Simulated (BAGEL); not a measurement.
# AlNH2ClF (SMILES [NH2][Al]([F])[Cl]): RI-MP2/aug-cc-pVDZ (density fitting with qzvpp-jkfit)

What is the energy change on altering one bond length of AlNH2ClF at RI-MP2/aug-cc-pVDZ (density fitting with qzvpp-jkfit)? 

Program for the calculation: BAGEL 1.2.2.

30 further runs of the same task are left out: 30 set aside as unsound or not needed.

### Step 1. The structure to begin with

AlNH2ClF has 6 atoms, charge 0, and is taken as a singlet. SMILES: `[NH2][Al]([F])[Cl]`. The shape is that of a PBE0-D4/def2-TZVP optimisation.

Bond lengths: N1–Al2 1.746 Å, Al2–F3 1.641 Å, Al2–Cl4 2.079 Å, N1–H5 1.006 Å, N1–H6 1.006 Å. Angles: N1–Al2–F3 119.8°, N1–Al2–Cl4 121.2°, F3–Al2–Cl4 119.0°, Al2–N1–H5 124.6°, Al2–N1–H6 124.3°, H5–N1–H6 111.1°.

### Step 2. A single-point energy at RI-MP2/aug-cc-pVDZ (density fitting with qzvpp-jkfit)

Contents of mp2.json:

```json
{ "bagel" : [

{
  "title" : "molecule",
  "basis" : "aug-cc-pvdz.json",
  "df_basis" : "qzvpp-jkfit",
  "angstrom" : true,
  "geometry" : [
    { "atom" : "N", "xyz" : [   -0.112300,    0.982600,   -0.025800 ] },
    { "atom" : "Al", "xyz" : [    0.152500,   -0.739100,    0.092300 ] },
    { "atom" : "F", "xyz" : [    1.041800,   -1.345500,    1.331100 ] },
    { "atom" : "Cl", "xyz" : [   -0.641100,   -2.049400,   -1.313600 ] },
    { "atom" : "H", "xyz" : [    0.246300,    1.661500,    0.624800 ] },
    { "atom" : "H", "xyz" : [   -0.645100,    1.426000,   -0.754900 ] }
  ]
},
{
  "title" : "hf"
},
{
  "title" : "mp2",
  "ncore" : 12
}

]}
```

The basis set aug-cc-pVDZ is read from a file made from the Basis Set Exchange's data (not shown).

Started as:

```bash
$ BAGEL_NUM_THREADS=1 BAGEL mp2.json > mp2.out
```

What it wrote:

```text
* using 1 threads per process

  ===============================================================
  ===============================================================

  *** Geometry ***

  { "atom" : "N", "xyz" : [     -0.212216,      1.856845,     -0.048755 ] },
  { "atom" : "Al", "xyz" : [      0.288183,     -1.396697,      0.174422 ] },
  { "atom" : "F", "xyz" : [      1.968717,     -2.542627,      2.515414 ] },
  { "atom" : "Cl", "xyz" : [     -1.211503,     -3.872805,     -2.482344 ] },
  { "atom" : "H", "xyz" : [      0.465440,      3.139780,      1.180701 ] },
  { "atom" : "H", "xyz" : [     -1.219062,      2.694749,     -1.426554 ] },

  Number of auxiliary basis functions:      446

  Since a DF basis is specified, we compute 2- and 3-index integrals:
    o Being stored without compression. Storage requirement is 0.050 GB

  Number of basis functions:      118
  Number of electrons      :       48

    * METHOD: MOLECULE                             0.17

  *** RHF ***

  === Nuclear Repulsion ===
   197.6634665035

      * DIIS with orbital gradients will be used.

  === RHF iteration (aug-cc-pvdz.json) ===
      0       -856.16628270          0.02266125           0.08
      1       -856.48488304          0.01815789           0.07
      2       -856.69265924          0.00180536           0.07
      3       -856.69506661          0.00032620           0.08
      4       -856.69520775          0.00011795           0.08
      5       -856.69522369          0.00003535           0.09
      6       -856.69522506          0.00001217           0.08
      7       -856.69522525          0.00000364           0.08
      8       -856.69522526          0.00000126           0.08
      9       -856.69522527          0.00000040           0.08
     10       -856.69522527          0.00000013           0.08
     11       -856.69522527          0.00000005           0.07
     12       -856.69522527          0.00000002           0.08
     13       -856.69522527          0.00000001           0.08
    * SCF iteration converged.

    * Permanent dipole moment:
           (    0.184436,    -0.955791,     0.122028) a.u.

    * METHOD: HF                                   1.29

  *** RHF ***

  === Nuclear Repulsion ===
   197.6634665035

      * DIIS with orbital gradients will be used.

  === RHF iteration (aug-cc-pvdz.json) ===
      0       -856.69522527          0.00000000           0.10
    * SCF iteration converged.

    * Permanent dipole moment:
           (    0.184436,    -0.955791,     0.122027) a.u.

  === DF-MP2 calculation ===

    * freezing 12 orbitals
    * 3-index integral transformation done
    * assembly done

      MP2 correlation energy:   -0.5938328282      0.06

      MP2 total energy:       -857.2890580944

    * METHOD: MP2                                  0.26

  ===============================================================
```

Wall time 2.1 s (1 thread of Intel Xeon 6975P-C (Granite Rapids), shared host); peak memory 0.15 GiB.

### Step 3. The distorted shape at the same level

Contents of calc.json:

```json
{ "bagel" : [

{
  "title" : "molecule",
  "basis" : "aug-cc-pvdz.json",
  "df_basis" : "qzvpp-jkfit",
  "angstrom" : "true",
  "geometry" : [
    { "atom" : "N", "xyz" : [   -0.291616,    0.643119,   -0.351130 ] },
    { "atom" : "Al", "xyz" : [   -0.026816,   -1.078581,   -0.233030 ] },
    { "atom" : "F", "xyz" : [    0.862484,   -1.684981,    1.005770 ] },
    { "atom" : "Cl", "xyz" : [   -0.820416,   -2.388881,   -1.638930 ] },
    { "atom" : "H", "xyz" : [    0.246300,    1.661500,    0.624800 ] },
    { "atom" : "H", "xyz" : [   -0.824416,    1.086519,   -1.080230 ] }
  ]
},
{ "title" : "hf" },
{ "title" : "mp2", "ncore" : 12 }

]}
```

The basis set aug-cc-pVDZ is read from a file made from the Basis Set Exchange's data (not shown).

Started as:

```bash
$ BAGEL_NUM_THREADS=1 BAGEL calc.json > calc.out
```

What it wrote:

```text
* using 1 threads per process

  ===============================================================
  ===============================================================

  *** Geometry ***

  { "atom" : "N", "xyz" : [     -0.551074,      1.215319,     -0.663540 ] },
  { "atom" : "Al", "xyz" : [     -0.050675,     -2.038223,     -0.440363 ] },
  { "atom" : "F", "xyz" : [      1.629859,     -3.184153,      1.900630 ] },
  { "atom" : "Cl", "xyz" : [     -1.550362,     -4.514331,     -3.097129 ] },
  { "atom" : "H", "xyz" : [      0.465440,      3.139780,      1.180701 ] },
  { "atom" : "H", "xyz" : [     -1.557920,      2.053223,     -2.041339 ] },

  Number of auxiliary basis functions:      446

  Since a DF basis is specified, we compute 2- and 3-index integrals:
    o Being stored without compression. Storage requirement is 0.050 GB

  Number of basis functions:      118
  Number of electrons      :       48

    * METHOD: MOLECULE                             0.18

  *** RHF ***

  === Nuclear Repulsion ===
   195.6451057054

      * DIIS with orbital gradients will be used.

  === RHF iteration (aug-cc-pvdz.json) ===
      0       -856.00129076          0.02343619           0.08
      1       -856.26726262          0.02287143           0.07
      2       -856.58870053          0.00241554           0.08
      3       -856.59363142          0.00072811           0.09
      4       -856.59421589          0.00029084           0.09
      5       -856.59429701          0.00007079           0.10
      6       -856.59430446          0.00002650           0.10
      7       -856.59430541          0.00000977           0.09
      8       -856.59430554          0.00000373           0.08
      9       -856.59430555          0.00000139           0.09
     10       -856.59430555          0.00000052           0.08
     11       -856.59430555          0.00000023           0.10
     12       -856.59430555          0.00000008           0.10
     13       -856.59430555          0.00000003           0.09
     14       -856.59430555          0.00000001           0.09
     15       -856.59430555          0.00000001           0.08
    * SCF iteration converged.

    * Permanent dipole moment:
           (    0.151968,    -1.009540,     0.064356) a.u.

    * METHOD: HF                                   1.59

  *** RHF ***

  === Nuclear Repulsion ===
   195.6451057054

      * DIIS with orbital gradients will be used.

  === RHF iteration (aug-cc-pvdz.json) ===
      0       -856.59430555          0.00000000           0.07
    * SCF iteration converged.

    * Permanent dipole moment:
           (    0.151968,    -1.009540,     0.064356) a.u.

  === DF-MP2 calculation ===

    * freezing 12 orbitals
    * 3-index integral transformation done
    * assembly done

      MP2 correlation energy:   -0.6083788401      0.05

      MP2 total energy:       -857.2026843930

    * METHOD: MP2                                  0.22

  ===============================================================
```

Wall time 2.4 s (1 thread of Intel Xeon 6975P-C (Granite Rapids), shared host); peak memory 0.15 GiB.

### Step 4. Summary of results

At RI-MP2/aug-cc-pVDZ (density fitting with qzvpp-jkfit), 12 core orbitals frozen:

| quantity | value |
| --- | --- |
| first shape: total energy | -857.28906 Eh |
| first shape: correlation energy (12 core orbitals frozen) | -593.8 mEh |
| distorted shape: total energy | -857.20268 Eh |
| distorted shape: correlation energy (12 core orbitals frozen) | -608.4 mEh |
| energy change with the N1–H5 bond stretched from 1.006 to 1.510 Å | 2.350 eV |

**Reading.** With the N1–H5 bond stretched from 1.006 to 1.510 Å the energy rises by 2.35 eV (54 kcal/mol). The first shape isn't relaxed at this level, so the change isn't measured from a minimum.
